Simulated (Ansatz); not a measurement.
# BrCl3FH3NTa: the cost of one run

Program: Ansatz 0.2.0. Level of theory: RHF/def2-SVP. These are calculated values, not measurements.

**1. The system as given**

Bond lengths: Ta1–N2 2.510 Å, N2–H3 1.060 Å, N2–H4 1.060 Å, Ta1–Cl5 2.470 Å, Ta1–Cl6 2.470 Å, Ta1–F7 1.930 Å, Ta1–Cl8 2.470 Å, Ta1–Br9 2.950 Å, Cl8–Br9 2.639 Å. Angles (14 of 20 angles, heavy atoms first): N2–Ta1–Cl5 90.0°, N2–Ta1–Cl6 90.0°, N2–Ta1–F7 120.0°, N2–Ta1–Cl8 120.0°, N2–Ta1–Br9 71.6°, Cl5–Ta1–Cl6 180.0°, Cl5–Ta1–F7 90.0°, Cl5–Ta1–Cl8 90.0°, Cl5–Ta1–Br9 59.6°, Cl6–Ta1–F7 90.0°, Cl6–Ta1–Cl8 90.0°, Cl6–Ta1–Br9 120.4°, F7–Ta1–Cl8 120.0°, F7–Ta1–Br9 148.6°.

Structure file:

```xyz
10

Ta    0.0000    0.0000    0.0000
N     2.5100    0.0000    0.0000
H     3.0400   -0.5118    0.7620
H     3.0400    0.5118   -0.7620
Cl    0.0000    0.0000    2.4700
Cl    0.0000    0.0000   -2.4700
F    -0.9650    1.6714    0.0000
Cl   -1.2350   -2.1390    0.0000
Br    0.9302   -2.3695    1.4909
H     2.2528   -1.1603    0.7301
```

**2. A restrained relaxation towards end A**

Springs on the bonds that form and break draw the guess towards this end; the thresholds are loose.

File input.yaml:

```yaml
crystal:
  periodic: [false, false, false]
  atoms:
    - { symbol: Ta, position_ang: [0.0, 0.0, 0.0] }
    - { symbol: "N", position_ang: [2.51, 0.0, 0.0] }
    - { symbol: H, position_ang: [3.04, -0.5118, 0.762] }
    - { symbol: H, position_ang: [3.04, 0.5118, -0.762] }
    - { symbol: Cl, position_ang: [0.0, 0.0, 2.47] }
    - { symbol: Cl, position_ang: [0.0, 0.0, -2.47] }
    - { symbol: F, position_ang: [-0.965, 1.6714, 0.0] }
    - { symbol: Cl, position_ang: [-1.235, -2.139, 0.0] }
    - { symbol: Br, position_ang: [0.9302, -2.3695, 1.4909] }
    - { symbol: H, position_ang: [2.2528, -1.1603, 0.7301] }
basis:
  gaussian: { orbitals: def2-SVP }
hamiltonian:
  xc: hf
relax:
  f_tol: 0.15
  max_steps: 25
  restrain:
    - { distance: [0, 8], at: 3.85, k: 30.0 }
    - { distance: [9, 1], at: 2.26, k: 30.0 }
    - { distance: [0, 1], at: 2.16, k: 30.0 }
    - { distance: [9, 8], at: 1.55, k: 30.0 }
output:
  orbitals: {}
```

On the command line:

```
ansatz run input.yaml --threads 4 --pin off --max-ram 5120MiB --backend cpu --events-out ev --progress --plain --runs-dir out
```

What time and memory should one allow on 4 threads of Arm Neoverse V1, shared host?

About 37 s, with a peak of 0.62 GiB.
